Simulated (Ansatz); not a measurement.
# C2H6FMgN: the cost of one run

Method: the settings change from run to run; program: Ansatz 0.2.0, Gaussian basis.

## Step 1: The geometry

The geometry comes from an earlier relaxation with PBE0-D4 in a triple-zeta def2 set; it is a stationary point, not always the lowest conformer.

SMILES `C[N](C)[Mg][F]`, 11 atoms, charge 0, spin multiplicity 1.

Atoms are counted from 1 here; the program's logs count them from 0.

Bond lengths: C1–N2 1.440 Å, C1–H6 1.103 Å, C1–H7 1.103 Å, C1–H8 1.096 Å, N2–C3 1.440 Å, N2–Mg4 1.887 Å, C3–H9 1.103 Å, C3–H10 1.096 Å, C3–H11 1.103 Å, Mg4–F5 1.755 Å. Angles: N2–C1–H6 112.3°, N2–C1–H7 112.2°, N2–C1–H8 111.7°, H6–C1–H7 106.5°, H6–C1–H8 106.9°, H7–C1–H8 106.9°, C1–N2–C3 110.7°, C1–N2–Mg4 124.7°, C3–N2–Mg4 124.6°, N2–C3–H9 112.3°, N2–C3–H10 111.7°, N2–C3–H11 112.2°, H9–C3–H10 106.9°, H9–C3–H11 106.5°, H10–C3–H11 106.9°, N2–Mg4–F5 180.0°.

## Step 2: B97M-V/def2-mTZVPP

Options: unrestricted orbitals, relativity set to none, high accuracy, the search for lower states set to full.

Contents of in.yaml:

```yaml
crystal:
  periodic: [false, false, false]
  atoms:
    - {symbol: C, position_ang: [-1.025951, -0.508699, 0.665732]}
    - {symbol: N, position_ang: [-0.039018, 0.153046, -0.147147]}
    - {symbol: C, position_ang: [1.276976, -0.358629, 0.134144]}
    - {symbol: Mg, position_ang: [-0.416907, 1.508245, -1.404432]}
    - {symbol: F, position_ang: [-0.767890, 2.767820, -2.574333]}
    - {symbol: H, position_ang: [-0.841672, -0.368323, 1.744447]}
    - {symbol: H, position_ang: [-1.048980, -1.597797, 0.490871]}
    - {symbol: H, position_ang: [-2.035434, -0.132991, 0.464074]}
    - {symbol: H, position_ang: [1.566393, -0.211363, 1.188580]}
    - {symbol: H, position_ang: [2.042291, 0.132710, -0.477231]}
    - {symbol: H, position_ang: [1.355389, -1.441120, -0.064107]}
basis:
  gaussian: {orbitals: def2-mTZVPP}
magnetization: {spin_polarized: true, initial_magnetization: 0}
hamiltonian: {xc: {name: B97M-V}, pseudopotentials: {relativity: none}}
accuracy: high
scf: {lower_state_search: full}
```

The run is started by

```
> ansatz run in.yaml --threads 4 --pin off --events-out ev --progress --plain --max-ram 10444MiB
```

What time and memory should one allow on 4 threads of Intel Xeon Platinum 8488C, shared host?

About 24 s, with a peak of 1.4 GiB.
